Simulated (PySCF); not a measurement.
# CH6BNO2: the cost of one run

Computed with PySCF 2.14.0, with density-fitted response routines of our own, on a single molecule in the gas phase. Atoms are numbered from 0 throughout.

## (1) The starting structure

11 atoms, charge 0, multiplicity 1; geometry from: GFN2-xTB. The atoms were then displaced at random by about 0.01 Å, so the start is not that level's minimum.

Bonds of the start (Å): C0–N1 1.48, N1–B2 1.42, B2–O3 1.36, B2–O4 1.36, C0–H5 1.07, C0–H6 1.09, C0–H7 1.08, N1–H8 1.01, O3–H9 0.99, O4–H10 0.95.

## (2) Geometry optimisation at PBE0-D3(BJ)/def2-SVP

The job: settings as JSON, then the geometry in Å.

```
{"job": {"xc": "PBE0", "basis": "def2-SVP", "d3": "d3bj", "grid": 1, "shake": 0.01, "kind": "geom"}, "charge": 0, "multiplicity": 1}
C      1.593520    -0.127160     0.133460
N      0.318590     0.523850    -0.259260
B     -0.963600    -0.083730    -0.176190
O     -1.002860    -1.353660     0.301070
O     -2.101450     0.558610    -0.553730
H      1.712090    -1.023640    -0.431950
H      2.416660     0.565130    -0.071410
H      1.580770    -0.344390     1.188120
H      0.418330     1.478910    -0.566420
H     -1.942950    -1.669590     0.325770
H     -1.990980     1.449840    -0.865210
```

Run with:

```
> OMP_NUM_THREADS=1 python probes_run.py task.json out
```

This one command runs all jobs of the session in turn.

**Question.** How long does this first job take on 1 thread of Arm Neoverse V2, shared host, and how much memory does it need?

About 41 s, with a peak of 0.4 GiB.
